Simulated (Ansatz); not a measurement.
# wB97M-V/def2-SVP run of Al2Si2H6 (SMILES [SiH3][Al]1[AlH][SiH2]1)

Aim: the vertical ionisation energy of Al2Si2H6 at wB97M-V/def2-SVP, from 2 runs. 

Program for the calculation: Ansatz 0.2.0.

44 further runs of the same task are left out: 44 set aside as unsound or not needed. Runs told in other sessions of the task aren't counted.

### Step 1. The system as given

Al2Si2H6 has 10 atoms, charge 0, and is taken as a singlet. As SMILES, `[SiH3][Al]1[AlH][SiH2]1`. The shape is that of a PBE0-D4/def2-TZVP optimisation.

Bond lengths: Si1–Al2 2.460 Å, Al2–Al3 2.479 Å, Al2–Si4 2.439 Å, Al3–Si4 2.343 Å, Si1–H5 1.491 Å, Si1–H6 1.491 Å, Si1–H7 1.490 Å, Al3–H8 1.585 Å, Si4–H9 1.581 Å, Si4–H10 1.500 Å. Some angles: Si1–Al2–Al3 164.4°, Si1–Al2–Si4 136.1°, Al3–Al2–Si4 56.9°, Al2–Al3–Si4 60.7°, Al2–Si4–Al3 62.4°, Al2–Si1–H5 110.3°, Al2–Si1–H6 111.0°, Al2–Si1–H7 111.8°, Al2–Al3–H8 149.8°, Si4–Al3–H8 135.8°.

### Step 2. The energy at wB97M-V/def2-SVP

molecule.yaml reads:

```yaml
crystal:
  periodic: [false, false, false]
  atoms:
    - {symbol: Si, position_ang: [-1.426500, 1.264600, -1.412100]}
    - {symbol: Al, position_ang: [-0.140100, -0.429800, -0.177000]}
    - {symbol: Al, position_ang: [0.542000, -2.376000, 1.198900]}
    - {symbol: Si, position_ang: [1.875500, -0.449300, 1.195500]}
    - {symbol: H, position_ang: [-1.958600, 0.687200, -2.679200]}
    - {symbol: H, position_ang: [-2.589700, 1.742300, -0.611500]}
    - {symbol: H, position_ang: [-0.589800, 2.446700, -1.761500]}
    - {symbol: H, position_ang: [0.798300, -3.933700, 1.336500]}
    - {symbol: H, position_ang: [0.619900, 0.509800, 1.257200]}
    - {symbol: H, position_ang: [2.952200, 0.487100, 1.656400]}
basis:
  gaussian:
    orbitals: def2-SVP
hamiltonian:
  xc: {name: wB97M-V}
accuracy: high
output:
  orbitals: {seedname: orbitals}
```

Run with:

```sh
$ ansatz run molecule.yaml --threads 1 --pin off --max-ram 2610MiB --events-out events.jsonl --progress --plain --runs-dir runs
```

Log:

```text
Warning: RAYON_NUM_THREADS=1 ignored (pool sized by the plan → 1); use --threads N
Functional definition: wB97M-V
  name "wB97M-V"
  parameter omega = 0.3/bohr
  parameter cx = 0.15
  parameter cx01 = 1.007
  parameter cx10 = 0.259
  parameter css00 = 0.443
  parameter css04 = -1.437
  parameter css10 = -4.535
  parameter css20 = -3.390
  parameter css43 = 4.278
  parameter cos00 = 1.000
  parameter cos10 = 1.358
  parameter cos20 = 2.924
  parameter cos21 = -8.812
  parameter cos60 = -1.390
  parameter cos61 = 9.142
  parameter b = 6.0
  parameter c = 0.01
  gx(w, u) = 1 - cx + cx01*u + cx10*w
  gss(w, u) = css00 + css04*u^4 + css10*w + css20*w^2 + css43*w^4*u^3
  gos(w, u) = cos00 + cos10*w + (cos20 + cos21*u)*w^2 + (cos60 + cos61*u)*w^6
  exchange = spin_sum(e_x_unif_sr(omega)*gx(b97_w, b97_u_x)) + cx*exact_x_sr(omega) + exact_x_lr(omega)
  correlation = spin_sum(e_c_pw_mod_same_spin*gss(b97_w, b97_u_same))
      + integral(e_c_pw_mod_opposite_spin*gos(b97_w_opposite, b97_u_opposite)) + vv10(b, c)
2110 factors; integrals over basis functions are off by at most 6.3e-9 eV
522 factors; integrals over basis functions are off by at most 2.2e-9 eV
mean field evaluation 1: about -29032.3002 eV, gradient 1.1e1 eV
mean field evaluation 2: about -29032.9272 eV, gradient 5.7e0 eV
mean field evaluation 4: about -29033.1032 eV, gradient 4.1e-1 eV
mean field evaluation 8: about -29033.1903 eV, gradient 6.1e-2 eV
mean field evaluation 16: about -29033.1903 eV, gradient 2.1e-4 eV
mean field -29033.19033819 eV, -1066.9500655252 hartree, gradient 4.1e-8 eV, S^2 0.000000; 0 other end points of the search recorded, 0 dependent functions left out
reference -29033.19034381 eV, -1066.9500657317 hartree; 30, 30 occupied and 72, 72 virtual orbitals, 2110 factors
Total energy: -29033.19034381 eV, -1066.9500657317 hartree
```

Wall time 44 s (1 thread of AMD EPYC 9R45 (Zen 5), shared host); peak memory 0.81 GiB.

### Step 3. The doublet cation at the same level

molecule.yaml reads:

```yaml
crystal:
  periodic: [false, false, false]
  atoms:
    - symbol: Si
      position_ang: [-1.426500, 1.264600, -1.412100]
    - symbol: Al
      position_ang: [-0.140100, -0.429800, -0.177000]
    - symbol: Al
      position_ang: [0.542000, -2.376000, 1.198900]
    - symbol: Si
      position_ang: [1.875500, -0.449300, 1.195500]
    - symbol: H
      position_ang: [-1.958600, 0.687200, -2.679200]
    - symbol: H
      position_ang: [-2.589700, 1.742300, -0.611500]
    - symbol: H
      position_ang: [-0.589800, 2.446700, -1.761500]
    - symbol: H
      position_ang: [0.798300, -3.933700, 1.336500]
    - symbol: H
      position_ang: [0.619900, 0.509800, 1.257200]
    - symbol: H
      position_ang: [2.952200, 0.487100, 1.656400]
basis:
  gaussian:
    orbitals: def2-SVP
output:
  orbitals: {seedname: orbitals}
magnetization:
  spin_polarized: true
  initial_magnetization: 1
total_charge: 1
accuracy: high
hamiltonian:
  xc: {name: wB97M-V}
```

Run with:

```sh
$ ansatz run molecule.yaml --threads 1 --pin off --max-ram 2610MiB --events-out events.jsonl --progress --plain --runs-dir runs
```

Log, shortened:

```text
Warning: RAYON_NUM_THREADS=1 ignored (pool sized by the plan → 1); use --threads N
Functional definition: wB97M-V
  name "wB97M-V"
[...]
  gx(w, u) = 1 - cx + cx01*u + cx10*w
  gss(w, u) = css00 + css04*u^4 + css10*w + css20*w^2 + css43*w^4*u^3
  gos(w, u) = cos00 + cos10*w + (cos20 + cos21*u)*w^2 + (cos60 + cos61*u)*w^6
[...]
      + integral(e_c_pw_mod_opposite_spin*gos(b97_w_opposite, b97_u_opposite)) + vv10(b, c)
2110 factors; integrals over basis functions are off by at most 6.3e-9 eV
522 factors; integrals over basis functions are off by at most 2.2e-9 eV
[...]
mean field -29025.35242167 eV, -1066.6620274058 hartree, gradient 5.0e-8 eV, S^2 0.753421; 2 other end points of the search recorded, 0 dependent functions left out
reference -29025.35242726 eV, -1066.6620276113 hartree; 30, 29 occupied and 72, 73 virtual orbitals, 2110 factors
Total energy: -29025.35242726 eV, -1066.6620276113 hartree
```

It took 90 s on 1 thread of AMD EPYC 9R45 (Zen 5), shared host; peak memory 1.5 GiB.

### Step 4. Summary of results

At wB97M-V/def2-SVP:

```
                                          quantity           value
                    singlet Al2Si2H6: total energy  -1066.95007 Eh
                     singlet Al2Si2H6: HOMO energy        -7.92 eV
                     singlet Al2Si2H6: LUMO energy        -0.15 eV
                   singlet Al2Si2H6: HOMO–LUMO gap         7.77 eV
                      doublet cation: total energy  -1066.66203 Eh
doublet cation: HOMO energy (highest over α and β)       -12.83 eV
 doublet cation: LUMO energy (lowest over α and β)        -7.76 eV
                              doublet cation: ⟨S²⟩           0.753
vertical ionisation energy (to the doublet cation)        7.838 eV
```

Removing an electron at fixed nuclei costs 7.84 eV (181 kcal/mol). −ε(HOMO) before ionisation, 7.92 eV, is 0.08 eV above this ionisation energy.
